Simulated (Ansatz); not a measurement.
Be2N in Ansatz: convergence with ecutrho ratio

Input of the first run (ecutrho ratio 4); the others differ in this setting and in those tied to it:

File input.yaml:

```yaml
crystal:
  lattice:
    - [3.09680428, 0.0, 0.0]
    - [-1.54840214, 2.68191117, 0.0]
    - [0.0, 0.0, 3.09752625]
  atoms:
    - { symbol: Be, position: [0.326624, 0.649966, 0.479309] }
    - { symbol: Be, position: [0.668487, 0.327331, 0.52283] }
    - { symbol: "N", position: [-0.011405, -0.002904, -0.002404] }
hamiltonian:
  xc: pbe
  pseudopotentials: { kind: paw, source: jth }
kpoints:
  mp_grid: { grid: [7, 7, 6] }
scf:
  occupations: { method: gaussian, width: 0.05 }
output:
  forces: true
  stress: true
  eigenvalues: true
basis:
  ecutrho_ratio: 4
```

Potentials or basis: JTH PAW.

Run with:

```sh
$ ansatz run input.yaml --threads 2 --pin off --max-ram 5632MiB --backend cpu --events-out ev --progress --plain --runs-dir out
```

The cell isn't the ideal one: atoms moved at random, drawn with an rms of 0.05 Å.

The cell was built by a generator and needn't be a form met in nature.

Hardware: 2 threads of Arm Neoverse V1 (shared host).

```
ecutrho ratio  energy less the tightest run, at zero smearing (meV/atom)  SCF cycles  CPU time (s)  peak memory (GiB)
            4                                                       0.02           7            19               0.56
            5                                                       0.01           7            19               0.58
            6                                                       0.01           7            20               0.58
            8                                                       0.00           7            20               0.63
           10                                                       0.00           7            20               0.67
           12                                                       0.00           7            20               0.71
```

Against the tightest run, the energy stays within 1 meV/atom from 4 on. The tightest run that finished is the yardstick and may itself not be fully converged.
